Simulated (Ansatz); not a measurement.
**CH₇GeNSi: small, medium and large basis sets**

Aim: see how fast density functionals converge with the basis set for CH₇GeNSi.

Computed with Ansatz 0.2.0, Gaussian basis. Level: one geometry, several basis sets.

Plan: PBE0-D4/def2-SVP; ωB97M-V/def2-SVP; PBE0-D4/def2-QZVPP; ωB97M-V/def2-QZVPP; the functionals' def2-TZVPP values are taken from earlier runs.

## 1. The geometry

All runs share one geometry, relaxed beforehand with PBE0-D4 in a triple-zeta def2 set.

SMILES `[SiH3]/N=[CH]\[GeH3]`, 11 atoms, charge 0, spin multiplicity 1.

Atoms are counted from 1 here; the program's logs count them from 0.

Bond lengths: Si1–N2 1.738 Å, Si1–H5 1.483 Å, Si1–H6 1.483 Å, Si1–H7 1.494 Å, N2–C3 1.259 Å, C3–Ge4 1.997 Å, C3–H8 1.102 Å, Ge4–H9 1.536 Å, Ge4–H10 1.536 Å, Ge4–H11 1.538 Å. Angles: N2–Si1–H5 107.3°, N2–Si1–H6 107.3°, N2–Si1–H7 113.9°, H5–Si1–H6 110.0°, H5–Si1–H7 109.1°, H6–Si1–H7 109.1°, Si1–N2–C3 129.6°, N2–C3–Ge4 128.4°, N2–C3–H8 117.4°, Ge4–C3–H8 114.2°, C3–Ge4–H9 110.4°, C3–Ge4–H10 110.4°, C3–Ge4–H11 107.6°, H9–Ge4–H10 109.3°, H9–Ge4–H11 109.5°, H10–Ge4–H11 109.5°.

Coordinates:

```
Si   -1.0685    1.4871   -0.4499
N    -1.3785   -0.1991   -0.1643
C    -0.5775   -1.1229    0.1352
Ge    1.3980   -1.0117    0.4050
H    -1.5281    1.7937   -1.8260
H    -1.8682    2.2562    0.5340
H     0.3697    1.8693   -0.3177
H    -0.9964   -2.1329    0.2720
H     1.7282   -0.0433    1.5509
H     2.0880   -0.5323   -0.8812
H     1.8986   -2.4210    0.7624
```

## 2. PBE0-D4 in def2-SVP

File in.yaml:

```yaml
crystal:
  periodic: [false, false, false]
  atoms:
    - {symbol: Si, position_ang: [-1.068462, 1.487051, -0.449858]}
    - {symbol: N, position_ang: [-1.378496, -0.199081, -0.164268]}
    - {symbol: C, position_ang: [-0.577494, -1.122924, 0.135208]}
    - {symbol: Ge, position_ang: [1.398048, -1.011737, 0.405005]}
    - {symbol: H, position_ang: [-1.528107, 1.793729, -1.826007]}
    - {symbol: H, position_ang: [-1.868154, 2.256239, 0.534032]}
    - {symbol: H, position_ang: [0.369688, 1.869329, -0.317700]}
    - {symbol: H, position_ang: [-0.996423, -2.132940, 0.271964]}
    - {symbol: H, position_ang: [1.728173, -0.043288, 1.550937]}
    - {symbol: H, position_ang: [2.087961, -0.532299, -0.881183]}
    - {symbol: H, position_ang: [1.898568, -2.420978, 0.762371]}
basis:
  gaussian: {orbitals: def2-SVP}
hamiltonian: {xc: pbe0, dispersion: d4}
output: {orbitals: {seedname: orbitals}}
```

Further steps of the session: ωB97M-V in def2-SVP; PBE0-D4 in def2-QZVPP; ωB97M-V in def2-QZVPP.

Before running them: what should the planned runs give, taken together? Wanted: PBE0-D4: double and triple zeta above quadruple; ωB97M-V: double and triple zeta above quadruple.

**Answer**, as computed:

| quantity | value |
| --- | --- |
| PBE0-D4: double and triple zeta above quadruple | 14.54, 1.65 eV |
| ωB97M-V: double and triple zeta above quadruple | 14.63, 1.59 eV |

PBE0-D4 gains 12.89 eV from double to triple zeta, then 1.65 eV more. Total energies overstate the basis error of differences, where much of it tends to cancel.
